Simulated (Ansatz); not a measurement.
# TiN (sextet): B2PLYP, RPA-PBE over vertical spin and charge gaps, def2-TZVPP

How well do these functionals follow the top wave-function level for TiN (sextet) over vertical spin and charge gaps?

Program: Ansatz 0.2.0, Gaussian basis. Level of theory: def2-TZVPP, all electrons in the functionals, frozen cores in the correlation of double hybrids and RPA. These are calculated values, not measurements.

Plan: B2PLYP, RPA-PBE, at charge 0, sextet; charge 0, quartet; charge 0, octet; charge 1, quintet; charge 1, septet.

16 further runs of the same task are left out: 11 for a known fault of the program, 5 set aside as unsound or not needed.

## Step 1: The system

The geometry is a PBE0/def2-TZVP stationary point (not a proven minimum).

2 atoms, charge 0, spin multiplicity 6.

Atoms are counted from 1 here; the program's logs count them from 0.

Bond lengths: Ti1–N2 2.040 Å.

No dispersion term is added.

The geometry shown and the zero of energy belong to the point charge 0, sextet. The yardstick, UCCSD(T), and other wave-function levels (R restricted, U unrestricted, valence and pair active spaces) come from earlier runs.

## Step 2: B2PLYP, charge 0, sextet

The input, in.yaml:

```yaml
crystal:
  periodic: [false, false, false]
  atoms:
    - {symbol: Ti, position_ang: [0.000000, 0.000000, 0.000000]}
    - {symbol: N, position_ang: [0.000000, 0.000000, 2.039600]}
basis:
  gaussian: {orbitals: def2-TZVPP}
magnetization: {spin_polarized: true, initial_magnetization: 5}
hamiltonian: {xc: {name: B2PLYP}}
correlation: {electrons: outside_noble_gas}
```

Started as:

```
> ansatz run in.yaml --threads 2 --pin off --events-out ev --progress --plain --max-ram 24576MiB --backend cuda --devices 0, --max-vram 18GiB
```

What it wrote:

```text
Functional definition: B2PLYP
  name "B2PLYP"
  cite "Grimme, J. Chem. Phys. 124, 034108 (2006) doi:10.1063/1.2148954"
  cite "Becke, Phys. Rev. A 38, 3098 (1988) doi:10.1103/PhysRevA.38.3098"
  cite "Lee, Yang & Parr, Phys. Rev. B 37, 785 (1988) doi:10.1103/PhysRevB.37.785"
  parameter a = 0.53
  parameter c = 0.27
  exchange = (1 - a)*b88_x + a*exact_x
  correlation = (1 - c)*lyp_c + c*(mp2_os + mp2_ss)
634 factors; integrals over basis functions are off by at most 1.0e-3 eV
mean field evaluation 1: about -24588.4487 eV, gradient 1.9e1 eV
mean field evaluation 2: about -24588.5070 eV, gradient 1.8e1 eV
mean field evaluation 4: about -24589.8676 eV, gradient 2.6e0 eV
mean field evaluation 8: about -24589.9401 eV, gradient 5.9e-1 eV
mean field evaluation 16: about -24589.9515 eV, gradient 2.4e-3 eV
mean field evaluation 32: about -24589.9515 eV, gradient 2.7e-5 eV
mean field evaluation 64: about -24589.9515 eV, gradient 3.1e-4 eV
mean field evaluation 96: about -24590.1642 eV, gradient 9.2e-1 eV
mean field -24590.28971558 eV, -903.6764791507 hartree, gradient 2.3e-6 eV, S^2 8.756360; 9 other end points of the search recorded, 0 dependent functions left out
10 core orbitals not correlated: weight in the atoms' cores, before any rotation towards them, 0.998 or more for the frozen orbitals, at most 0.001 for the correlated occupied ones
reference -24590.28983606 eV, -903.6764835783 hartree; 7, 2 occupied and 78, 83 virtual orbitals, 634 factors
second order -5.94118645 eV of doubles, -0.00000000 eV of singles
Total energy: -24591.89395641 eV, -903.7354339135 hartree
```

Wall time 19 s (1 × H100 (card shared with other runs) with 2 threads of AMD EPYC 7R13, shared host); peak host memory 0.76 GiB.

From the report: ⟨S²⟩ of the determinant 8.756 (pure sextet: 8.75).

## Step 3: B2PLYP, charge 0, quartet

in.yaml: that of step 2 with these lines changed.

```diff
@@ -7,3 +7,3 @@
   gaussian: {orbitals: def2-TZVPP}
-magnetization: {spin_polarized: true, initial_magnetization: 5}
+magnetization: {spin_polarized: true, initial_magnetization: 3}
 hamiltonian: {xc: {name: B2PLYP}}
```

Same command.

What it wrote (excerpt; [...] marks lines left out):

```text
Functional definition: B2PLYP
  name "B2PLYP"
  cite "Grimme, J. Chem. Phys. 124, 034108 (2006) doi:10.1063/1.2148954"
  cite "Becke, Phys. Rev. A 38, 3098 (1988) doi:10.1103/PhysRevA.38.3098"
  cite "Lee, Yang & Parr, Phys. Rev. B 37, 785 (1988) doi:10.1103/PhysRevB.37.785"
[...]
634 factors; integrals over basis functions are off by at most 1.0e-3 eV
[...]
mean field -24590.15805964 eV, -903.6716408841 hartree, gradient 3.6e-6 eV, S^2 4.560008; 27 other end points of the search recorded, 0 dependent functions left out
10 core orbitals not correlated: weight in the atoms' cores, before any rotation towards them, 0.998 or more for the frozen orbitals, at most 0.001 for the correlated occupied ones
reference -24590.15818000 eV, -903.6716453073 hartree; 6, 3 occupied and 79, 82 virtual orbitals, 634 factors
second order -6.70074840 eV of doubles, -0.00000000 eV of singles
Total energy: -24591.96738207 eV, -903.7381322569 hartree
```

It took 50 s on 1 × H100 (card shared with other runs) with 2 threads of AMD EPYC 7R13, shared host; peak host memory 0.75 GiB.

From the report: ⟨S²⟩ of the determinant 4.560 (pure quartet: 3.75). The determinant is far from a pure spin state, so its energy mixes those of several spin states (harmless only where they are near-degenerate, as at dissociation).

From charge 0, sextet: -1.7 kcal/mol.

## Step 4: B2PLYP, charge 0, octet

in.yaml: that of step 3 with these lines changed.

```diff
@@ -7,3 +7,3 @@
   gaussian: {orbitals: def2-TZVPP}
-magnetization: {spin_polarized: true, initial_magnetization: 3}
+magnetization: {spin_polarized: true, initial_magnetization: 7}
 hamiltonian: {xc: {name: B2PLYP}}
```

The command is unchanged.

What it wrote (excerpt; [...] marks lines left out):

```text
Functional definition: B2PLYP
  name "B2PLYP"
  cite "Grimme, J. Chem. Phys. 124, 034108 (2006) doi:10.1063/1.2148954"
  cite "Becke, Phys. Rev. A 38, 3098 (1988) doi:10.1103/PhysRevA.38.3098"
  cite "Lee, Yang & Parr, Phys. Rev. B 37, 785 (1988) doi:10.1103/PhysRevB.37.785"
[...]
634 factors; integrals over basis functions are off by at most 1.0e-3 eV
[...]
mean field -24587.20689505 eV, -903.5631875858 hartree, gradient 9.4e-7 eV, S^2 15.755189; 9 other end points of the search recorded, 0 dependent functions left out
10 core orbitals not correlated: weight in the atoms' cores, before any rotation towards them, 0.993 or more for the frozen orbitals, at most 0.005 for the correlated occupied ones
reference -24587.20702001 eV, -903.5631921779 hartree; 8, 1 occupied and 77, 84 virtual orbitals, 634 factors
second order -4.49038909 eV of doubles, -0.00000000 eV of singles
Total energy: -24588.41942506 eV, -903.6077472418 hartree
```

It took 16 s on 1 × H100 (card shared with other runs) with 2 threads of AMD EPYC 7R13, shared host; peak host memory 0.75 GiB.

From the report: ⟨S²⟩ of the determinant 15.755 (pure octet: 15.75).

From charge 0, sextet: +80.1 kcal/mol.

## Step 5: B2PLYP, charge 1, quintet

in.yaml: that of step 4 with these lines changed.

```diff
@@ -7,3 +7,4 @@
   gaussian: {orbitals: def2-TZVPP}
-magnetization: {spin_polarized: true, initial_magnetization: 7}
+total_charge: 1
+magnetization: {spin_polarized: true, initial_magnetization: 4}
 hamiltonian: {xc: {name: B2PLYP}}
```

Launched as before.

What it wrote (excerpt; [...] marks lines left out):

```text
Functional definition: B2PLYP
  name "B2PLYP"
  cite "Grimme, J. Chem. Phys. 124, 034108 (2006) doi:10.1063/1.2148954"
  cite "Becke, Phys. Rev. A 38, 3098 (1988) doi:10.1103/PhysRevA.38.3098"
  cite "Lee, Yang & Parr, Phys. Rev. B 37, 785 (1988) doi:10.1103/PhysRevB.37.785"
[...]
634 factors; integrals over basis functions are off by at most 1.0e-3 eV
[...]
mean field -24583.62241518 eV, -903.4314603802 hartree, gradient 1.8e-6 eV, S^2 6.008479; 8 other end points of the search recorded, 0 dependent functions left out
10 core orbitals not correlated: weight in the atoms' cores, before any rotation towards them, 0.998 or more for the frozen orbitals, at most 0.001 for the correlated occupied ones
reference -24583.62254432 eV, -903.4314651260 hartree; 6, 2 occupied and 79, 83 virtual orbitals, 634 factors
second order -5.82830024 eV of doubles, -0.00000000 eV of singles
Total energy: -24585.19618539 eV, -903.4892953685 hartree
```

Run time: 10 s. Hardware: 1 × H100 (card shared with other runs) with 2 threads of AMD EPYC 7R13, shared host; peak host memory 0.76 GiB.

From the report: ⟨S²⟩ of the determinant 6.008 (pure quintet: 6.00).

From charge 0, sextet: +154.5 kcal/mol.

## Step 6: B2PLYP, charge 1, septet

in.yaml: that of step 5 with these lines changed.

```diff
@@ -8,3 +8,3 @@
 total_charge: 1
-magnetization: {spin_polarized: true, initial_magnetization: 4}
+magnetization: {spin_polarized: true, initial_magnetization: 6}
 hamiltonian: {xc: {name: B2PLYP}}
```

The command is unchanged.

What it wrote (excerpt; [...] marks lines left out):

```text
Functional definition: B2PLYP
  name "B2PLYP"
  cite "Grimme, J. Chem. Phys. 124, 034108 (2006) doi:10.1063/1.2148954"
  cite "Becke, Phys. Rev. A 38, 3098 (1988) doi:10.1103/PhysRevA.38.3098"
  cite "Lee, Yang & Parr, Phys. Rev. B 37, 785 (1988) doi:10.1103/PhysRevB.37.785"
[...]
634 factors; integrals over basis functions are off by at most 1.0e-3 eV
[...]
mean field -24582.36865602 eV, -903.3853855807 hartree, gradient 4.7e-6 eV, S^2 12.004808; 9 other end points of the search recorded, 0 dependent functions left out
10 core orbitals not correlated: weight in the atoms' cores, before any rotation towards them, 0.996 or more for the frozen orbitals, at most 0.003 for the correlated occupied ones
reference -24582.36878340 eV, -903.3853902619 hartree; 7, 1 occupied and 78, 84 virtual orbitals, 634 factors
second order -3.93757990 eV of doubles, -0.00000000 eV of singles
Total energy: -24583.43192997 eV, -903.4244601779 hartree
```

Wall time 16 s (1 × H100 (card shared with other runs) with 2 threads of AMD EPYC 7R13, shared host); peak host memory 0.76 GiB.

From the report: ⟨S²⟩ of the determinant 12.005 (pure septet: 12.00).

From charge 0, sextet: +195.1 kcal/mol.

## Step 7: RPA-PBE, charge 0, sextet

The input, in.yaml:

```yaml
crystal:
  periodic: [false, false, false]
  atoms:
    - {symbol: Ti, position_ang: [0.000000, 0.000000, 0.000000]}
    - {symbol: N, position_ang: [0.000000, 0.000000, 2.039600]}
basis:
  gaussian: {orbitals: def2-TZVPP}
magnetization: {spin_polarized: true, initial_magnetization: 5}
hamiltonian: {xc: {name: PBE}}
correlation: {method: rpa, electrons: outside_noble_gas}
```

The command is unchanged.

What it wrote (excerpt; [...] marks lines left out):

```text
Functional definition: PBE
  name "PBE"
  cite "Perdew, Burke & Ernzerhof, Phys. Rev. Lett. 77, 3865 (1996) doi:10.1103/PhysRevLett.77.3865"
  parent pbe
[...]
634 factors; integrals over basis functions are off by at most 1.0e-3 eV
[...]
mean field -24592.00248020 eV, -903.7394220896 hartree, gradient 1.3e-6 eV, S^2 8.753808; 8 other end points of the search recorded, 0 dependent functions left out
10 core orbitals not correlated: weight in the atoms' cores, before any rotation towards them, 0.999 or more for the frozen orbitals, at most 0.001 for the correlated occupied ones
reference -24565.07499678 eV, -902.7498553257 hartree; 7, 2 occupied and 78, 83 virtual orbitals, 634 factors
Total energy: -24575.88829690 eV, -903.1472367757 hartree
```

Wall time 11 s (1 × H100 (card shared with other runs) with 2 threads of AMD EPYC 7R13, shared host); peak host memory 0.85 GiB.

From the report: ⟨S²⟩ of the determinant 8.754 (pure sextet: 8.75).

## Step 8: RPA-PBE, charge 0, quartet

in.yaml: that of step 7 with these lines changed.

```diff
@@ -7,3 +7,3 @@
   gaussian: {orbitals: def2-TZVPP}
-magnetization: {spin_polarized: true, initial_magnetization: 5}
+magnetization: {spin_polarized: true, initial_magnetization: 3}
 hamiltonian: {xc: {name: PBE}}
```

The command is unchanged.

What it wrote (excerpt; [...] marks lines left out):

```text
Functional definition: PBE
  name "PBE"
  cite "Perdew, Burke & Ernzerhof, Phys. Rev. Lett. 77, 3865 (1996) doi:10.1103/PhysRevLett.77.3865"
  parent pbe
[...]
634 factors; integrals over basis functions are off by at most 1.0e-3 eV
[...]
mean field -24593.00073544 eV, -903.7761072928 hartree, gradient 7.2e-6 eV, S^2 3.788420; 11 other end points of the search recorded, 0 dependent functions left out
10 core orbitals not correlated: weight in the atoms' cores, before any rotation towards them, 0.999 or more for the frozen orbitals, at most 0.001 for the correlated occupied ones
reference -24562.60762352 eV, -902.6591810309 hartree; 6, 3 occupied and 79, 82 virtual orbitals, 634 factors
Total energy: -24576.79867630 eV, -903.1806926014 hartree
```

It took 18 s on 1 × H100 (card shared with other runs) with 2 threads of AMD EPYC 7R13, shared host; peak host memory 0.84 GiB.

From the report: ⟨S²⟩ of the determinant 3.788 (pure quartet: 3.75).

From charge 0, sextet: -21.0 kcal/mol.

## Step 9: RPA-PBE, charge 0, octet

in.yaml: that of step 8 with these lines changed.

```diff
@@ -7,3 +7,3 @@
   gaussian: {orbitals: def2-TZVPP}
-magnetization: {spin_polarized: true, initial_magnetization: 3}
+magnetization: {spin_polarized: true, initial_magnetization: 7}
 hamiltonian: {xc: {name: PBE}}
```

The command is unchanged.

What it wrote (excerpt; [...] marks lines left out):

```text
Functional definition: PBE
  name "PBE"
  cite "Perdew, Burke & Ernzerhof, Phys. Rev. Lett. 77, 3865 (1996) doi:10.1103/PhysRevLett.77.3865"
  parent pbe
[...]
634 factors; integrals over basis functions are off by at most 1.0e-3 eV
[...]
mean field -24588.35474429 eV, -903.6053702673 hartree, gradient 1.3e-6 eV, S^2 15.752268; 9 other end points of the search recorded, 0 dependent functions left out
10 core orbitals not correlated: weight in the atoms' cores, before any rotation towards them, 0.995 or more for the frozen orbitals, at most 0.004 for the correlated occupied ones
reference -24563.55089705 eV, -902.6938456938 hartree; 8, 1 occupied and 77, 84 virtual orbitals, 634 factors
Total energy: -24572.58742719 eV, -903.0259320512 hartree
```

It took 23 s on 1 × H100 (card shared with other runs) with 2 threads of AMD EPYC 7R13, shared host; peak host memory 0.85 GiB.

From the report: ⟨S²⟩ of the determinant 15.752 (pure octet: 15.75).

From charge 0, sextet: +76.1 kcal/mol.

## Step 10: RPA-PBE, charge 1, quintet

in.yaml: that of step 9 with these lines changed.

```diff
@@ -7,3 +7,4 @@
   gaussian: {orbitals: def2-TZVPP}
-magnetization: {spin_polarized: true, initial_magnetization: 7}
+total_charge: 1
+magnetization: {spin_polarized: true, initial_magnetization: 4}
 hamiltonian: {xc: {name: PBE}}
```

Same command.

What it wrote (excerpt; [...] marks lines left out):

```text
Functional definition: PBE
  name "PBE"
  cite "Perdew, Burke & Ernzerhof, Phys. Rev. Lett. 77, 3865 (1996) doi:10.1103/PhysRevLett.77.3865"
  parent pbe
[...]
634 factors; integrals over basis functions are off by at most 1.0e-3 eV
[...]
mean field -24585.04019776 eV, -903.4835629290 hartree, gradient 2.4e-6 eV, S^2 6.003499; 8 other end points of the search recorded, 0 dependent functions left out
10 core orbitals not correlated: weight in the atoms' cores, before any rotation towards them, 0.999 or more for the frozen orbitals, at most 0.001 for the correlated occupied ones
reference -24558.45337706 eV, -902.5065152893 hartree; 6, 2 occupied and 79, 83 virtual orbitals, 634 factors
Total energy: -24568.92902580 eV, -902.8914882800 hartree
```

Wall time 27 s (1 × H100 (card shared with other runs) with 2 threads of AMD EPYC 7R13, shared host); peak host memory 0.85 GiB.

From the report: ⟨S²⟩ of the determinant 6.003 (pure quintet: 6.00).

From charge 0, sextet: +160.5 kcal/mol.

## Step 11: RPA-PBE, charge 1, septet

in.yaml: that of step 10 with these lines changed.

```diff
@@ -8,3 +8,3 @@
 total_charge: 1
-magnetization: {spin_polarized: true, initial_magnetization: 4}
+magnetization: {spin_polarized: true, initial_magnetization: 6}
 hamiltonian: {xc: {name: PBE}}
```

The command is unchanged.

What it wrote (excerpt; [...] marks lines left out):

```text
Functional definition: PBE
  name "PBE"
  cite "Perdew, Burke & Ernzerhof, Phys. Rev. Lett. 77, 3865 (1996) doi:10.1103/PhysRevLett.77.3865"
  parent pbe
[...]
634 factors; integrals over basis functions are off by at most 1.0e-3 eV
[...]
mean field -24582.91213518 eV, -903.4053580714 hartree, gradient 7.2e-6 eV, S^2 12.002164; 11 other end points of the search recorded, 0 dependent functions left out
10 core orbitals not correlated: weight in the atoms' cores, before any rotation towards them, 0.997 or more for the frozen orbitals, at most 0.002 for the correlated occupied ones
reference -24559.32607951 eV, -902.5385865128 hartree; 7, 1 occupied and 78, 84 virtual orbitals, 634 factors
Total energy: -24567.28058788 eV, -902.8309093036 hartree
```

It took 44 s on 1 × H100 (card shared with other runs) with 2 threads of AMD EPYC 7R13, shared host; peak host memory 0.84 GiB.

From the report: ⟨S²⟩ of the determinant 12.002 (pure septet: 12.00).

From charge 0, sextet: +198.5 kcal/mol.

## Step 12: Against the wave-function levels

No level is safe as a reference over these points; UCCSD(T) serves as a yardstick only. It comes from earlier runs at the same points. Energies in kcal/mol, counted from charge 0, sextet; blanks weren't run or aren't comparable.

```csv
level,sextet to quartet,sextet to octet,ionisation to the quintet cation,ionisation to the septet cation
UCCSD(T),-18.0,76.6,152.3,188.5
B2PLYP,-1.7,80.1,154.5,195.1
RPA-PBE,-21.0,76.1,160.5,198.5
```

Largest miss and mean time a point (UCCSD(T) took 81 s a point; shared hosts):

```csv
level,largest miss (kcal/mol),where,time a point
B2PLYP,+16.3,sextet to quartet,22 s
RPA-PBE,+10.0,ionisation to the septet cation,24 s
```

## Step 13: Outcome

| quantity | value |
| --- | --- |
| sextet to quartet, UCCSD(T) | -18.0 kcal/mol |
| sextet to octet, UCCSD(T) | 76.6 kcal/mol |
| ionisation to the quintet cation, UCCSD(T) | 152.3 kcal/mol |
| ionisation to the septet cation, UCCSD(T) | 188.5 kcal/mol |
| largest miss, B2PLYP | +16.3 kcal/mol (sextet to quartet) |
| largest miss, RPA-PBE | +10.0 kcal/mol (ionisation to the septet cation) |

What this shows: Of the functionals, RPA-PBE keep the smallest largest miss at the points compared (at most 10.0 kcal/mol) and B2PLYP strays most (16.3 kcal/mol, at sextet to quartet). B2PLYP clearly breaks the spin symmetry at some points (⟨S²⟩ up to 0.81 above the pure value), so energy there is bought with a mixed spin. Functionals and the yardstick converge differently with the basis, so part of each miss in def2-TZVPP is the basis. The yardstick itself may be off where one determinant is a poor start.
